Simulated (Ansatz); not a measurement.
# Cd2S under changes of volume

One of the cells (26.333 Å³/atom); the others are scaled copies at fixed shape and fractional positions:

```
CELL_PARAMETERS angstrom
3.96267 0.00000 0.00000
-1.98134 3.43177 0.00000
0.00000 0.00000 5.80919
ATOMIC_POSITIONS crystal
Cd 0.33333 0.66667 0.93272
Cd 0.66667 0.33333 0.57873
S 0.33333 0.66667 0.36571
```

The cell comes from a database or a generator and needn't be the stable form of this composition.

- Program: Ansatz 0.2.0
- Functional: r2SCAN
- Potentials or basis: Ansatz PAW
- Cutoff: 500 eV (not typed: the program's choice for these potentials)
- k mesh: 8 × 8 × 5
- Occupations: fermi-dirac, width 0.05 eV
- Spin: no spin polarisation

| volume (Å³/atom) | energy over the lowest point (meV/atom) | pressure (GPa) | gap on the mesh (eV) | largest force (eV/Å) |
| --- | --- | --- | --- | --- |
| 24.753 | 2.43 | 1.3 | 0.30 | 0.227 |
| 25.280 | 0.00 | 0.2 | 0.29 | 0.134 |
| 25.806 | 1.07 | -0.8 | 0.29 | 0.047 |
| 26.333 | ? | ? | ? | ? |
| 26.860 | 12.22 | -2.5 | 0.30 | 0.111 |
| 27.386 | 21.61 | -3.2 | 0.31 | 0.182 |
| 27.913 | 33.20 | -3.8 | 0.32 | 0.249 |

Task: What does the run at 26.333 Å³/atom give?

Result: Energy over the lowest point 5.27 meV/atom; pressure -1.7 GPa; gap on the mesh 0.29 eV; largest force 0.034 eV/Å.

Worked out: A Birch-Murnaghan fit of order 3 (a polynomial in V^(-2/3)) to the other rows has its minimum at 25.37 Å³/atom with B0 = V·E''(V) = 50 GPa and B' = 4.7 at fixed shape and positions, which overstates the stiffness. It gives 5.26 meV/atom at 26.333 Å³/atom, against the run's 5.27, and -dE/dV = -1.7 GPa, against -1.7. A parabola through the other rows of the gap, of slope 0.21 eV per unit of ln V there, gives 0.29 eV, against the run's 0.29.

Energies are extrapolated to zero smearing.

Caveats: odd divisions of the mesh miss points on the zone boundary, where band edges often lie, so the gap on the mesh can be too wide; the PAW data sets come from PBE, with cores solved anew for the run's functional, which leaves a small shift of forces and pressure.

A mesh can miss the band edges. Spin-orbit coupling on Cd is left out.
